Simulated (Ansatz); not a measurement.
# FH3S2Si: one species, many methods

An exercise on one series of results from a longer session: the logs are not shown, and one member is left open.

Program: Ansatz 0.2.0, Gaussian basis. Level of theory: functionals in def2-TZVPP, the program's frozen cores in correlated methods. These are calculated values, not measurements.

The runs, in order: LDA (SPW92), PBE-D4, revPBE-D4, BLYP-D4, r2SCAN-D4, B97M-V, PBE0-D4, B3LYP-D4, r2SCANh-D4, r2SCAN0-D4, HSE06-D4, BHLYP-D4, CAM-B3LYP-D4, LC-ωPBE, ωB97X-V, ωB97M-V, B2PLYP, PBE-QIDH; CCSD(T)/def2-SVP; CCSD(T)/def2-TZVPP; MP2/def2-QZVPP; extrapolation to the limit; RPA on PBE.

## The relaxed structure

An earlier PBE0-D4 in a triple-zeta def2 set relaxation fixed the geometry.

SMILES `F[SiH](S)S`, 7 atoms, charge 0, spin multiplicity 1.

Atoms are counted from 1 here; the program's logs count them from 0.

Bond lengths: F1–Si2 1.596 Å, Si2–S3 2.114 Å, Si2–S4 2.115 Å, Si2–H5 1.477 Å, S3–H6 1.344 Å, S4–H7 1.345 Å. Angles: F1–Si2–S3 113.1°, F1–Si2–S4 108.8°, F1–Si2–H5 105.2°, S3–Si2–S4 104.7°, S3–Si2–H5 110.5°, S4–Si2–H5 114.8°, Si2–S3–H6 93.3°, Si2–S4–H7 93.2°.

Set-up of the first run:

in.yaml reads:

```yaml
crystal:
  periodic: [false, false, false]
  atoms:
    - {symbol: F, position_ang: [-1.160769, -1.275528, 0.097846]}
    - {symbol: Si, position_ang: [0.009185, -0.203775, -0.075592]}
    - {symbol: S, position_ang: [0.815018, 0.448704, 1.766141]}
    - {symbol: S, position_ang: [-0.792162, 1.543165, -0.959029]}
    - {symbol: H, position_ang: [1.043301, -0.886197, -0.880085]}
    - {symbol: H, position_ang: [1.722807, -0.541964, 1.807551]}
    - {symbol: H, position_ang: [-1.576181, 0.847693, -1.802434]}
basis:
  gaussian: {orbitals: def2-TZVPP}
hamiltonian: {xc: lda}
output: {orbitals: {seedname: orbitals}}
```

Launch:

```sh
ansatz run in.yaml --threads 2 --pin off --events-out ev --progress --plain --max-ram 4352MiB
```

Among the steps run: LDA; PBE-D4 (GGA); revPBE-D4 (GGA); BLYP-D4 (GGA); r2SCAN-D4 (meta-GGA); B97M-V (meta-GGA); PBE0-D4 (hybrid); B3LYP-D4 (hybrid); r2SCANh-D4 (hybrid); r2SCAN0-D4 (hybrid); HSE06-D4 (hybrid); BHLYP-D4 (hybrid); CAM-B3LYP-D4 (range-separated); LC-ωPBE (range-separated); ωB97X-V (range-separated); ωB97M-V (range-separated); B2PLYP (double hybrid); PBE-QIDH (double hybrid).

One of the session's tables, all rows but one given; the rest of the session is left out.

| functional | HOMO (eV) | gap (eV) |
| --- | --- | --- |
| LDA (SPW92) | -6.80 | 5.49 |
| PBE-D4 | -6.67 | 5.53 |
| revPBE-D4 | -6.62 | 5.56 |
| BLYP-D4 | -6.49 | 5.42 |
| r2SCAN-D4 | -6.98 | 6.18 |
| B97M-V | -7.06 | 6.09 |
| PBE0-D4 | ? | ? |
| B3LYP-D4 | -7.66 | 7.17 |
| r2SCANh-D4 | -7.43 | 6.96 |
| r2SCAN0-D4 | -8.12 | 8.12 |
| HSE06-D4 | -7.52 | 6.93 |
| BHLYP-D4 | -9.01 | 9.70 |
| CAM-B3LYP-D4 | -9.24 | 10.06 |
| LC-ωPBE | -10.68 | 12.76 |
| ωB97X-V | -10.30 | 12.20 |
| ωB97M-V | -10.11 | 11.77 |

Q: Estimate the row for PBE0-D4 from the others.

As computed: HOMO (eV): -7.93; gap (eV): 7.71. In the column «HOMO (eV)» it lies between r2SCAN0-D4 (-8.12) and B3LYP-D4 (-7.66).
